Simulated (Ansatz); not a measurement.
# BH3O2Si: the cost of one run

Computed with Ansatz 0.2.0, Gaussian basis. Level: single points in def2-TZVPP.

Levels: PBE-D4, r2SCAN-D4, PBE0-D4, Hartree-Fock, MP2, CCSD, CCSD(T).

Correlated methods freeze the cores.

## (1) Starting geometry

SMILES `B[Si](=O)O`, 7 atoms, charge 0, spin multiplicity 1.

Atoms are counted from 1 here; the program's logs count them from 0.

Bond lengths: B1–Si2 1.935 Å, B1–H5 1.169 Å, B1–H6 1.170 Å, Si2–O3 1.515 Å, Si2–O4 1.629 Å, O4–H7 0.955 Å. Angles: Si2–B1–H5 121.6°, Si2–B1–H6 121.5°, H5–B1–H6 116.9°, B1–Si2–O3 131.6°, B1–Si2–O4 106.3°, O3–Si2–O4 122.1°, Si2–O4–H7 123.1°.

Geometry (Å):

```xyz
7
BH3O2Si
B    -0.8933    1.0419   -0.0278
Si    0.5271   -0.2100    0.3715
O     1.5781   -0.2243    1.4626
O     0.4321   -1.3824   -0.7556
H    -0.7173    1.9669   -0.7210
H    -1.9546    0.9364    0.4535
H     1.0280   -2.1285   -0.7833
```

## (2) Relaxation at PBE0-D4

Contents of relax/in.yaml:

```yaml
crystal:
  periodic: [false, false, false]
  atoms:
    - {symbol: B, position_ang: [-0.893340, 1.041950, -0.027760]}
    - {symbol: Si, position_ang: [0.527120, -0.210020, 0.371550]}
    - {symbol: O, position_ang: [1.578090, -0.224350, 1.462560]}
    - {symbol: O, position_ang: [0.432060, -1.382440, -0.755610]}
    - {symbol: H, position_ang: [-0.717290, 1.966950, -0.720970]}
    - {symbol: H, position_ang: [-1.954620, 0.936410, 0.453490]}
    - {symbol: H, position_ang: [1.027980, -2.128500, -0.783260]}
basis:
  gaussian: {orbitals: def2-TZVP}
hamiltonian: {xc: pbe0, dispersion: d4}
relax: {f_tol: 0.005, max_steps: 200}
```

Command:

```sh
ansatz run in.yaml --threads 2 --pin off --events-out ev --progress --plain --max-ram 4352MiB
```

**Question.** How long does this run take on 2 threads of Intel Xeon 6975P-C, shared host, and how much memory does it need?

About 16 s, with a peak of 0.29 GiB.
